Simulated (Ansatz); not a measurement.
# C3H2BrF: up Jacob's ladder to CCSD(T)

How much do the methods differ for C3H2BrF? The plan is to run it at one geometry with functionals of several rungs and with coupled cluster, and see how far each lands from CCSD(T) at the basis-set limit for the atomisation energy.

Method: functionals in def2-TZVPP, the program's frozen cores in correlated methods; program: Ansatz 0.2.0, Gaussian basis.

Plan: PBE-D4, r2SCAN-D4, PBE0-D4, B3LYP-D4, ωB97X-V, ωB97M-V, B2PLYP; CCSD(T)/def2-TZVPP; MP2/def2-QZVPP; extrapolation to the limit.

### Step 1. The relaxed structure

All runs share one geometry, relaxed beforehand with PBE0-D4 in a triple-zeta def2 set.

SMILES `FC1(Br)C=C1`, 7 atoms, charge 0, spin multiplicity 1.

Atoms are counted from 1 here; the program's logs count them from 0.

Bond lengths: F1–C2 1.364 Å, C2–Br3 1.937 Å, C2–C4 1.442 Å, C2–C5 1.442 Å, C4–C5 1.306 Å, C4–H6 1.078 Å, C5–H7 1.078 Å. Angles: F1–C2–Br3 107.2°, F1–C2–C4 121.0°, F1–C2–C5 121.0°, Br3–C2–C4 122.9°, Br3–C2–C5 122.9°, C4–C2–C5 53.9°, C2–C4–C5 63.1°, C2–C4–H6 147.2°, C5–C4–H6 149.7°, C2–C5–C4 63.1°, C2–C5–H7 147.2°, C4–C5–H7 149.7°.

### Step 2. PBE-D4 (GGA)

The input, in.yaml:

```yaml
crystal:
  periodic: [false, false, false]
  atoms:
    - {symbol: F, position_ang: [0.191445, -1.602410, 0.867312]}
    - {symbol: C, position_ang: [-0.228053, -0.566593, 0.085908]}
    - {symbol: Br, position_ang: [-1.854136, -1.137126, -0.799632]}
    - {symbol: C, position_ang: [0.012969, 0.800867, 0.474408]}
    - {symbol: C, position_ang: [0.718724, 0.335390, -0.521547]}
    - {symbol: H, position_ang: [-0.245348, 1.615169, 1.131245]}
    - {symbol: H, position_ang: [1.465699, 0.486603, -1.283393]}
basis:
  gaussian: {orbitals: def2-TZVPP}
hamiltonian: {xc: pbe, dispersion: d4}
output: {forces: true, orbitals: {seedname: orbitals}}
```

On the command line:

```console
ansatz run in.yaml --threads 4 --pin off --events-out ev --progress --plain --max-ram 10444MiB
```

Further steps of the session: r2SCAN-D4 (meta-GGA); PBE0-D4 (hybrid); B3LYP-D4 (hybrid); ωB97X-V (range-separated); ωB97M-V (range-separated); B2PLYP (double hybrid); CCSD(T) in def2-TZVPP; MP2 in def2-QZVPP.

Q: Predict the results of all the runs planned. Wanted: atomisation energy, CCSD(T)/CBS; farthest; mean size of error, hybrid; mean size of error, range-separated; gap, smallest and largest; T1 diagnostic; triples share of the correlation energy.

The runs gave:

| quantity | value |
| --- | --- |
| atomisation energy, CCSD(T)/CBS | 2773.9 kJ/mol |
| functionals within 27.7 kJ/mol (1.0 %) | B3LYP-D4, ωB97X-V, ωB97M-V, B2PLYP |
| farthest | PBE-D4 (+157.2 kJ/mol) |
| mean size of error, hybrid | 33.5 kJ/mol |
| mean size of error, range-separated | 12.7 kJ/mol |
| gap, smallest and largest | 4.58 eV (PBE-D4), 11.66 eV (ωB97X-V) |
| T1 diagnostic | 0.0097 |
| triples share of the correlation energy | 4.1 % |

**Reading.** PBE-D4 is off by +157.2 kJ/mol. Double hybrids carry the basis error of their MP2 part in triple zeta, and no dispersion term here, so their miss is partly the set-up's. Misses under about 27.7 kJ/mol are within the doubt on the reference itself, which lacks core-valence correlation, relativity and higher excitations, and its outer-core shells are covered unevenly. All levels share the lack of spin-orbit coupling, which lowers the free heavy atoms and so the true binding. Hartree-Fock recovers 68 % of the binding; the rest is correlation. The gap grows from 4.6 to 11.7 eV across the functionals, mostly with the share of exact exchange. Correlated methods include outer-core shells of Br, which these sets cover unevenly.
